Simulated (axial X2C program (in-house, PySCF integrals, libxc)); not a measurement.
# RuH: EOM-EA-CCSD levels

Wanted for RuH: EOM-EA-CCSD levels, at the two-component level.

Method: two-component X2C with atomic mean-field terms, Ru dyall-acv3z, H dyall-av3z; program: an in-house X2C program for linear molecules on PySCF integrals.

All values are calculated.

### Step 1. Input

Contents of task.json:

```json
{"zs": [44, 1], "q": 0, "bas": ["dyall-acv3z", "dyall-av3z"], "r0": 1.57, "eom": "ea", "thr": -2.0, "nmax": 92, "grid": [1, 0.96, 1.045, 0.92, 1.09, 1.15]}
```

Keys: zs atomic numbers; q charge; bas basis sets; r0 starting distance in Å; eom kind of EOM run; thr threshold in hartree for freezing inner shells (an s shell follows its p shell); nmax most natural virtual spinors; grid distances as factors.

Launch:

```sh
> python soeom.py task.json out
```

The runs that follow: EOM-EA-CCSD at 1.584 Å.

What does the calculation give? Wanted: next root led by one particle; T1 of the reference; lowest state, Re and ωe.

As calculated:

| quantity | value |
| --- | --- |
| lowest root at 1.584 Å | Ω = 1/2, 7.602 eV |
| next root led by one particle | Ω = 3/2, about 2840 cm⁻¹ higher |
| T1 of the reference | 0.054 |
| lowest state, Re and ωe | 1.605 Å, 1896 cm⁻¹ |

In words: The added electron is bound by 7.60 eV in a spinor of 39% Ru sσ, 34% Ru dσ, 14% H sσ. Errors of 0.1 to 0.3 eV are usual at this size, and roots led by higher excitations are left out, so the list is incomplete, and low states of that kind can be missing. T1 or the largest double amplitude of the reference is raised, which lowers the reliability. The bond is 0.046 Å longer than in the closed-shell reference at CCSD (1.559 Å).
